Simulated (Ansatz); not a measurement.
## Mg, space group Fm-3m: a relaxation followed by a look at the electronic structure, step by step

With Ansatz's Python interface.

Contents of `POSCAR_mg`:
```text
Mg
1.0
   0.00000000    2.24425600    2.24425600
   2.24425600    0.00000000    2.24425600
   2.24425600    2.24425600    0.00000000
Mg
1
Direct
   0.00000000    0.00000000    0.00000000
```

Typed at the interpreter:
```pycon
>>> import warnings
>>> import ansatz as az
>>> from ase.io import read
>>> import numpy as np
>>> def count_gap(report):
...     # lowest empty less highest filled band, counting bands; zero where they overlap
...     return max(report.get("gap_by_band_count_ev") or 0.0, 0.0)
...
>>> def with_settings(crystal, spacing):
...     return (
...         crystal.calculation()
...         .functional(az.Functional.PBESOL)
...         .scf(tolerance=1e-07)
...         .basis(17 * az.Ha)
...         .occupations(az.OccupationsMethod.FERMI_DIRAC, width=0.05)
...         .kpoints(spacing=spacing)
...     )
...
>>> warnings.simplefilter("ignore", az.DeckWarning)
>>> atoms = read("POSCAR_mg", format="vasp")
>>> mg = az.Crystal.from_ase(atoms)
>>> [site.symbol for site in mg.resolved().sites]
['Mg']
>>> relaxed = with_settings(mg, 0.3).relax(cell=True, force_tolerance=0.02, max_steps=40).checkpoint(write="relax.run").run()

>>> cell = np.asarray(relaxed.lattice.cell_ang)
>>> print("relaxed edges (A):", np.linalg.norm(cell, axis=1).round(4), " volume:", round(abs(np.linalg.det(cell)), 3), "A^3")
relaxed edges (A): [3.1757 3.1757 3.1757]  volume: 22.647 A^3
>>> for site in relaxed.lattice.sites:
...     print(" ", site.symbol, np.round(site.position_frac, 4) + 0.0)
...
  Mg [0. 0. 0.]
>>> final = az.Crystal.from_checkpoint("relax.run")
>>> outcome = with_settings(final, 0.22).functional("r2scan").stress().band_table().density_of_states(energy_step=0.05).run()
>>> rep = outcome.report
>>> type(outcome).__name__, type(rep).__name__
('RunOutcome', 'dict')
>>> rep["converged"], rep["free_energy_ev"]
(True, -1926.3871629767686)
>>> dos = outcome.density_of_states()
>>> print(f"pressure at the relaxed cell {np.trace(rep['stress_gpa']) / 3:.3f} GPa, gap by band count {count_gap(rep):.3f} eV")
pressure at the relaxed cell 0.072 GPa, gap by band count 0.000 eV
>>> if count_gap(rep) == 0:
...     print("states/eV at the Fermi level:", round(float(np.interp(dos.fermi_ev, dos.energies_ev, dos.spin_summed_g_bin_mean_per_ev)), 3))
...
states/eV at the Fermi level: 0.42
```

Notes:
- Total energies depend on the potentials; only differences at equal settings carry meaning. A total without «per atom» is that of the cell as typed.
- The cutoff lies under the one recommended for these potentials in some of the runs.
- Under the recommended cutoff a pressure can be off by several GPa, even in sign.
- For a metal this k-point mesh is coarse: on a finer one energies can move by several to tens of meV an atom and pressures by half a GPa or more, differences at one mesh by less.
- An absolute Fermi energy rests on an arbitrary zero of the periodic potential and has no direct meaning.
- The program warned that this SCF threshold is loose for forces or stresses.
- A gap by band count of zero or less means overlapping bands, a metal.
- This isn't the structure that Mg takes at ambient conditions.
- Levels are Kohn-Sham eigenvalues on this mesh.
- Where the second run takes another functional or mesh than the relaxation, its pressure isn't zero; pressure is positive in compression.
- The computed bands are complete only to about 7.6 eV above the Fermi level; beyond that the density of states is undercounted.
- The script silences the warnings on its input, which a real study should read.
- Wall time of the script: 4.7 s on 1 thread of Arm Neoverse V1 (shared host), peak memory 0.46 GiB.

(Lines on the test bed's own set-up are left out of the output.)
